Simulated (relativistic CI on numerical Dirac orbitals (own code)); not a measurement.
# Mo²⁺: 3p photoemission multiplets

Aim: the 3p photoemission spectrum of Mo²⁺ in 4 surroundings, from the same atomic integrals.

The numbers are computed with relativistic CI on numerical Dirac orbitals (own code) version 3 (Dirac-Coulomb-Breit CI, KLI orbitals optimised for each configuration, model QED (radiative potential, 1s self-energy scaled to tabulated hydrogen-like ionisation energies), valence Slater integrals scaled by 0.7, multiplet model of photoemission in the sudden approximation), except any that are marked as measured or tabulated.

## Step 1: The atom as given

```
ion            : Mo²⁺ (Mo III)
nuclear charge : 42
electrons      : 40
configurations : [Kr] 4d4 → [Ne] 3s2 3p5 3d10 4s2 4p6 4d4
temperature    : 300 K
widths         : Lorentz 2.8 eV, Gauss 0.6 eV
surrounding 1  : free ion
surrounding 2  : D4h, 10Dq = 19350, Ds = -110, Dt = 810 cm⁻¹
surrounding 3  : Td, 10Dq = -4650 cm⁻¹
surrounding 4  : Td, 10Dq = -9400 cm⁻¹
```

## Step 2: Surrounding 1: free ion

Input settings:

```ini
atom Mo  Z=42  charge=2  electrons=40
nucleus A=98  rms_radius_fm=4.4091
hamiltonian dirac-coulomb  breit=on  qed=on  c_scale=1
orbitals kli  potential=per-configuration
slater_scale 0.7
correlation none
mixing on
configurations
  [Kr] 4d4
  [Ne] 3s2 3p5 3d10 4s2 4p6 4d4
end
photoemission 3p T=300 lorentz=2.8 gauss=0.6
crystal_field free
```

## Step 3: Surrounding 2: D4h, 10Dq = 19350, Ds = -110, Dt = 810

Changes to the settings of step 2:

```diff
@@ -12,2 +12,2 @@
 photoemission 3p T=300 lorentz=2.8 gauss=0.6
-crystal_field free
+crystal_field D4h 10Dq=19350 Ds=-110 Dt=810
```

## Step 4: Surrounding 3: Td, 10Dq = -4650

Changes to the settings of step 3:

```diff
@@ -12,2 +12,2 @@
 photoemission 3p T=300 lorentz=2.8 gauss=0.6
-crystal_field D4h 10Dq=19350 Ds=-110 Dt=810
+crystal_field Td 10Dq=-4650
```

## Step 5: Surrounding 4: Td, 10Dq = -9400

Changes to the settings of step 4:

```diff
@@ -12,2 +12,2 @@
 photoemission 3p T=300 lorentz=2.8 gauss=0.6
-crystal_field Td 10Dq=-4650
+crystal_field Td 10Dq=-9400
```

(Steps that only read results are left out.)

Before running it: what results should come out? Wanted: highest peak, first run; ground spin.

As calculated:

| surrounding | ground S | centroid (eV) | spread (eV) | up to four highest peaks (% of the highest), eV |
| --- | --- | --- | --- | --- |
| 1: free | 1.99 | 430.39 | 8.43 | 424.4 (100), 442.4 (52) |
| 2: D4h | 1.01 | 430.65 | 8.41 | 424.8 (100), 442.4 (52) |
| 3: Td | 1.99 | 430.41 | 8.42 | 424.4 (100), 442.4 (53) |
| 4: Td | 0.74 | 430.62 | 8.44 | 424.8 (100), 442.4 (52) |

```
                           quantity         value
            highest peak, first run      424.4 eV
ground spin (effective S from ⟨S²⟩)  0.74 to 1.99
```

**Reading.** The ground spin changes between the runs (1.99 to 0.74), and the line shape with it. The highest peak stays in place, within the step of the energy grid, in all surroundings. Energies are those of the free ion without screening by ligands; binding energies in solids differ by tens of eV.
